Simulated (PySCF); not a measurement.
# [Lu(NH3)3]3+: forces at shaken geometries

Aim: move all atoms of relaxed [Lu(NH3)3]3+ at random and read energies and forces. The structure is generated, not taken from experiment.

The runs use PySCF 2.14.0; BP86, Lu lcecp-1-SVP with ECP60, N def2-SVP, H def2-SVP; scalar-relativistic core potentials, no spin–orbit coupling.

2 further runs of the same task are left out: 2 for a known fault of the program.

## (1) The system as given

13 atoms, charge 3, spin multiplicity 1.

Bond lengths: Lu1–N2 2.350 Å, Lu1–N6 2.350 Å, Lu1–N10 2.350 Å, N2–H3 1.049 Å, N2–H4 1.049 Å, N2–H5 1.048 Å, N6–H7 1.049 Å, N6–H8 1.049 Å, N6–H9 1.048 Å, N10–H11 1.049 Å, N10–H12 1.049 Å, N10–H13 1.048 Å. Angles: N2–Lu1–N6 120.0°, N2–Lu1–N10 120.0°, N6–Lu1–N10 120.0°, Lu1–N2–H3 115.8°, Lu1–N2–H4 115.8°, Lu1–N2–H5 115.9°, H3–N2–H4 102.3°, H3–N2–H5 102.5°, H4–N2–H5 102.5°, Lu1–N6–H7 115.8°, Lu1–N6–H8 115.8°, Lu1–N6–H9 115.9°, H7–N6–H8 102.3°, H7–N6–H9 102.5°, H8–N6–H9 102.5°, Lu1–N10–H11 115.8°, Lu1–N10–H12 115.8°, Lu1–N10–H13 115.9° and more.

As a file:

```
atom    x (Å)    y (Å)    z (Å)
 Lu1   0.0000   0.0000   0.0000
  N2   2.3500   0.0011   0.0000
  H3   2.8064  -0.4727   0.8170
  H4   2.8064  -0.4727  -0.8170
  H5   2.8069   0.9446   0.0000
  N6  -1.1760   2.0347   0.0000
  H7  -0.9939   2.6668   0.8170
  H8  -0.9939   2.6668  -0.8170
  H9  -2.2215   1.9585   0.0000
 N10  -1.1741  -2.0358   0.0000
 H11  -1.8126  -2.1941   0.8170
 H12  -1.8126  -2.1941  -0.8170
 H13  -0.5854  -2.9031   0.0000
```

Formal oxidation states: Lu +3. Each metal's 14 4f electrons lie in its core potential, so multiplicities, spins and levels count the valence alone. An earlier session relaxed this geometry at BP86, Lu lcecp-1-SVP with ECP60, N def2-SVP, H def2-SVP (singlet, point group C3h).

Its energy there is -208.555200 Eh.

## (2) Atoms moved at random, σ = 0.15 Å

File run.py (the lines that set the calculation):

```python
mol = gto.M(atom='''
Lu     0.24445     0.00574     0.01982
N      2.40991     0.11099     0.01424
H      2.68972    -0.53068     0.90837
H      2.64094    -0.55545    -0.74427
H      2.70906     1.04405    -0.21428
N     -0.89438     1.86567    -0.05930
H     -1.07493     2.59019     0.92636
H     -0.84408     2.87541    -0.96996
H     -2.42339     1.81607    -0.00062
N     -1.13106    -2.23202     0.11142
H     -2.11248    -1.96042     0.84069
H     -1.63626    -2.00371    -0.96523
H     -0.57749    -3.02583     0.13278''',
    basis={'Lu': 'lcecp-1-SVP', 'N': 'def2-SVP', 'H': 'def2-SVP'},
    ecp={'Lu': 'lcecp-1-SVP'},
    charge=3, spin=0)
mf = dft.RKS(mol, xc='B88,P86')
mf.grids.atom_grid = (50, 194)  # f atoms: unpruned, at least (60, 302)
mf = mf.density_fit()  # fitting sets: Lu AutoAux, N def2-universal-JKFIT, H def2-universal-JKFIT
mf.conv_tol = 1e-08; mf.max_cycle = 55
mf.kernel(dm0)  # dm0: the density of the relaxed state
```

Run with:

```
$ OMP_NUM_THREADS=2 python run.py
```

## (3) Atoms moved at random, σ = 0.1 Å

File run.py (the lines that set the calculation):

```python
mol = gto.M(atom='''
Lu     0.03808     0.01492    -0.07692
N      2.38379     0.11639     0.08120
H      2.83676    -0.51138     0.86650
H      2.83045    -0.53126    -0.90674
H      2.90522     1.00527     0.00421
N     -1.27226     1.99906     0.09516
H     -1.17213     2.72698     0.85252
H     -0.93841     2.55015    -0.84648
H     -2.32106     1.94282    -0.09639
N     -1.16937    -2.01892     0.03457
H     -1.94087    -2.17570     0.67813
H     -1.71958    -2.18106    -0.72874
H     -0.46062    -2.93727     0.04297''',
    basis={'Lu': 'lcecp-1-SVP', 'N': 'def2-SVP', 'H': 'def2-SVP'},
    ecp={'Lu': 'lcecp-1-SVP'},
    charge=3, spin=0)
mf = dft.RKS(mol, xc='B88,P86')
mf.grids.atom_grid = (50, 194)  # f atoms: unpruned, at least (60, 302)
mf = mf.density_fit()  # fitting sets: Lu AutoAux, N def2-universal-JKFIT, H def2-universal-JKFIT
mf.conv_tol = 1e-08; mf.max_cycle = 55
mf.kernel(dm0)  # dm0: the density of the relaxed state
```

## (4) Atoms moved at random, σ = 0.03 Å

File run.py (the lines that set the calculation):

```python
mol = gto.M(atom='''
Lu    -0.00667     0.01306    -0.03041
N      2.37125     0.03434     0.00032
H      2.78081    -0.50344     0.83666
H      2.81963    -0.45089    -0.75321
H      2.82110     0.93537    -0.02053
N     -1.15468     2.07951    -0.05473
H     -1.00147     2.64617     0.82374
H     -0.96025     2.62090    -0.83378
H     -2.25050     1.92871    -0.03549
N     -1.18712    -2.03721     0.03845
H     -1.82452    -2.18365     0.83400
H     -1.84117    -2.18660    -0.85382
H     -0.56640    -2.89628     0.04881''',
    basis={'Lu': 'lcecp-1-SVP', 'N': 'def2-SVP', 'H': 'def2-SVP'},
    ecp={'Lu': 'lcecp-1-SVP'},
    charge=3, spin=0)
mf = dft.RKS(mol, xc='B88,P86')
mf.grids.atom_grid = (50, 194)  # f atoms: unpruned, at least (60, 302)
mf = mf.density_fit()  # fitting sets: Lu AutoAux, N def2-universal-JKFIT, H def2-universal-JKFIT
mf.conv_tol = 1e-08; mf.max_cycle = 55
mf.kernel(dm0)  # dm0: the density of the relaxed state
```

Q: Predict the outcome of this session. Wanted: for each run, σ; energy rise; harmonic estimate −½ F·u; largest force component.

The runs gave:

| σ (Å) | energy rise (eV) | harmonic estimate −½ F·u (eV) | largest force component (eV/Å) |
| --- | --- | --- | --- |
| 0.15 | 6.060 | 5.273 | 8.35 |
| 0.1 | 1.482 | 1.382 | 4.83 |
| 0.03 | 0.444 | 0.453 | 3.59 |

Every displacement raises the energy. For a harmonic well the rise equals −½ F·u; the two differ by at most 13 % here (a move with σ = 0.15 Å), from anharmonicity, the grid and the small forces left at the relaxed point. The bases are small and lack diffuse functions. Spin–orbit coupling is left out.
